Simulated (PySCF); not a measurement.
# EuHO2 (Eu(O)(OH)): the cost of one run

Program: PySCF 2.14.0. Level of theory: several levels, as the steps say, no spin–orbit coupling. These are calculated values, not measurements.

1 further run of the same task is left out (for a known fault of the program).

### Step 1. Starting geometry

4 atoms, charge 0, spin multiplicity 1.

Bond lengths: Eu1–O2 1.854 Å, Eu1–O3 2.093 Å, Eu1–H4 2.890 Å, O3–H4 0.960 Å. Angles: O2–Eu1–O3 110.8°, O2–Eu1–H4 98.3°, O3–Eu1–H4 12.5°, Eu1–O3–H4 139.3°, Eu1–H4–O3 28.2°.

Coordinates:

| atom | x (Å) | y (Å) | z (Å) |
| --- | --- | --- | --- |
| Eu1 | -0.0070 | -0.0475 | -0.4384 |
| O2 | 1.2499 | 0.0363 | 0.9225 |
| O3 | -1.9498 | 0.0184 | 0.3382 |
| H4 | -2.3929 | 0.0813 | 1.1879 |

Formal oxidation states: Eu +3. Each metal's 6 4f electrons lie in its core potential, so multiplicities, spins and levels count the valence alone. An earlier session relaxed this geometry at PBE0, Eu lcecp-1-SVP with ECP52, O def2-SVP, H def2-SVP (singlet, point group Cs).

At PBE0 on the finer grid: E = -186.145338 Eh, HOMO -6.27 eV, LUMO -1.92 eV, Mulliken charge on Eu1 +0.79 e, largest force component 0.010 eV/Å. 

Levels to run: M06-L; wB97X; PBE0, TZVP. Hardware: 2 threads of Arm Neoverse V2, shared host.

### Step 2. M06-L

run.py (the lines that set the calculation) reads:

```python
mol = gto.M(atom='''
Eu    -0.00702    -0.04746    -0.43841
O      1.24986     0.03632     0.92247
O     -1.94975     0.01842     0.33825
H     -2.39285     0.08134     1.18793''',
    basis={'Eu': 'lcecp-1-SVP', 'O': 'def2-SVP', 'H': 'def2-SVP'},
    ecp={'Eu': 'lcecp-1-SVP'},
    charge=0, spin=0)
mf = dft.RKS(mol, xc='M06L')
mf.grids.atom_grid = (75, 302)  # f atoms: unpruned, at least (60, 302)
mf = mf.density_fit()  # fitting sets: Eu AutoAux, O def2-universal-JKFIT, H def2-universal-JKFIT
mf.conv_tol = 1e-08; mf.max_cycle = 55
mf.kernel(dm0)  # dm0: the density of the relaxed state
```

Launch:

```sh
$ OMP_NUM_THREADS=2 python run.py
```

**Question.** How long does this run take on 2 threads of Arm Neoverse V2, shared host?

About 4.4 s.
